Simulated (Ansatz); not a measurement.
# HMgSe: the cost of one run

Method: cc-pVDZ, all electrons in the functionals, frozen cores in the correlation of double hybrids and RPA; program: Ansatz 0.2.0, Gaussian basis.

Plan: wB97M-V, B2PLYP, RPA-PBE, at charge 0, doublet; charge 0, quartet; charge 1, singlet; charge 1, triplet; displaced geometry v1; displaced geometry v2.

34 further runs of the same task are left out: 14 for a known fault of the program, 7 that didn't finish, 13 set aside as unsound or not needed. Runs told in other sessions of the task aren't counted.

## 1. The system

The geometry is a PBE0/def2-TZVP stationary point (not a proven minimum). No spin-orbit coupling is included. The filled d shell of Se may be among the frozen orbitals whatever the setting's name suggests.

3 atoms, charge 0, spin multiplicity 2.

Atoms are counted from 1 here; the program's logs count them from 0.

Bond lengths: Se1–Mg2 2.434 Å, Mg2–H3 1.695 Å. Angles: Se1–Mg2–H3 180.0°.

No dispersion term is added; wB97M-V holds VV10 nonlocal correlation.

The geometry shown and the zero of energy belong to the point charge 0, doublet. The yardstick, UCCSDT(Q), and other wave-function levels (R restricted, U unrestricted, valence and pair active spaces) come from earlier runs.

## 2. wB97M-V, charge 0, doublet

The input, in.yaml:

```yaml
crystal:
  periodic: [false, false, false]
  atoms:
    - {symbol: Se, position_ang: [0.000000, 0.000000, 2.187600]}
    - {symbol: Mg, position_ang: [0.000000, 0.000000, -0.246500]}
    - {symbol: H, position_ang: [0.000000, 0.000000, -1.941100]}
basis:
  gaussian: {orbitals: cc-pVDZ}
magnetization: {spin_polarized: true, initial_magnetization: 1}
hamiltonian: {xc: {name: wB97M-V}}
output: {forces: true, orbitals: {seedname: orbitals}}
```

Command:

```
$ ansatz run in.yaml --threads 1 --pin off --events-out ev --progress --plain --max-ram 2393MiB
```

Q: Estimate wall time and peak memory on 1 thread of Arm Neoverse N1, shared host.

About 24 s, with a peak of 0.25 GiB.
